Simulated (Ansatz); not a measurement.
# NdB: the cost of one run

Computed with Ansatz 0.2.0 (DFT r²SCAN, scalar-relativistic, plane waves, PAW (the target; the first runs use scalar-relativistic PBE), unless a step's input says otherwise).

5 further runs of the same task are left out: 2 that didn't finish, 3 set aside as unsound or not needed. Runs told in other sessions of the task aren't counted.

### 1 The system as given

It takes space group Fm-3m (No. 225, cubic). Conventional cell: a = 5.347 Å, b = 5.347 Å, c = 5.347 Å, α = 90.00°, β = 90.00°, γ = 90.00°. Nd (site symmetry m-3m) is surrounded by 6 B at 2.67 Å. B (site symmetry m-3m) is surrounded by 6 Nd at 2.67 Å.

As a file:

```cif
data_structure
_symmetry_space_group_name_H-M 'P 1'
_symmetry_Int_Tables_number 1
_cell_length_a 3.7810
_cell_length_b 3.7810
_cell_length_c 3.7810
_cell_angle_alpha 60.000
_cell_angle_beta 60.000
_cell_angle_gamma 60.000
_cell_volume 38.22
loop_
_atom_site_label
_atom_site_type_symbol
_atom_site_fract_x
_atom_site_fract_y
_atom_site_fract_z
_atom_site_occupancy
Nd1 Nd 0.50000 0.50000 0.50000 1
B1 B 0.00000 0.00000 0.00000 1
```

Starting moments: Nd 3.00 μB.

### 2 The first run (PBE, 6×6×6 mesh)

input.yaml

```yaml
crystal:
  lattice:
    - [0.0, 2.6735412899, 2.6735412899]
    - [2.6735412899, 0.0, 2.6735412899]
    - [2.6735412899, 2.6735412899, 0.0]
  atoms:
    - { symbol: Nd, position: [0.5, 0.5, 0.5], spin: 3.0 }
    - { symbol: B, position: [0.0, 0.0, 0.0] }
basis:
  ecutwfc: 420
  ecutrho_ratio: 4
kpoints:
  mp_grid: { grid: [6, 6, 6] }
hamiltonian:
  xc: pbe
scf:
  occupations: { method: gaussian, width: 0.05 }
output:
  forces: true
  stress: true
  eigenvalues: true
  populations: true
magnetization:
  spin_polarized: true
```

The run is started by

```
ansatz run input.yaml --threads 2 --pin off --max-ram 2662MiB --backend cpu --events-out ev --progress --plain --runs-dir out
```

What time and memory should one allow on 2 threads of Arm Neoverse V2, shared host?

About 3.2 s, with a peak of 0.3 GiB.
